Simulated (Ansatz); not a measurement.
# AgBrH: the cost of one run

Program: Ansatz 0.2.0, Gaussian basis. Level of theory: RKS PBE-D4/def2-SVP. These are calculated values, not measurements.

Levels: PBE-D4, revPBE-D4, BLYP-D4, r2SCAN-D4, B97M-V, PBE0-D4, B3LYP-D4, HSE06-D4, wB97X-V, wB97M-V, B2PLYP, Hartree-Fock, MP2, CCSD, CCSD(T). The reference is CCSD(T) extrapolated to the basis limit. For elements past Ar these valence bases correlate outer-core shells poorly and lack relativity, so that limit is rough.

Correlated methods freeze the cores. Filled d shells of the heavier atoms are correlated. Core potentials replace the inner electrons past krypton, and spin-orbit coupling is left out. B3LYP uses VWN-RPA correlation. B2PLYP carries no dispersion term here.

163 further runs of the same task are left out: 163 set aside as unsound or not needed.

## 1. Starting geometry

The pair, from a GFN2-xTB docking trial: 3 atoms, charge 1, spin multiplicity 1.

Atoms are counted from 1 here; the program's logs count them from 0.

Bond lengths: Ag1–Br2 2.518 Å, Br2–H3 1.411 Å. Angles: Ag1–Br2–H3 121.3°.

Geometry (Å):

```xyz
3

Ag    0.1272   -0.0997   -1.9578
Br    0.3719   -0.2915    0.5411
H    -0.4991    0.3912    1.4166
```

Atoms 1 to 1 are fragment A (Ag+), the rest fragment B (HBr).

## 2. A first relaxation in a small basis

pre/in.yaml reads:

```yaml
crystal:
  periodic: [false, false, false]
  atoms:
    - {symbol: Ag, position_ang: [0.127200, -0.099700, -1.957800]}
    - {symbol: Br, position_ang: [0.371900, -0.291500, 0.541100]}
    - {symbol: H, position_ang: [-0.499100, 0.391200, 1.416600]}
basis:
  gaussian: {orbitals: def2-SVP}
total_charge: 1
hamiltonian: {xc: pbe, dispersion: d4}
relax: {f_tol: 0.03, max_steps: 250}
```

Run with:

```console
$ ansatz run in.yaml --threads 2 --pin off --events-out ev --progress --plain --max-ram 5222MiB
```

What time and memory should one allow on 2 threads of Arm Neoverse V1, shared host?

About 4.8 s, with a peak of 0.12 GiB.
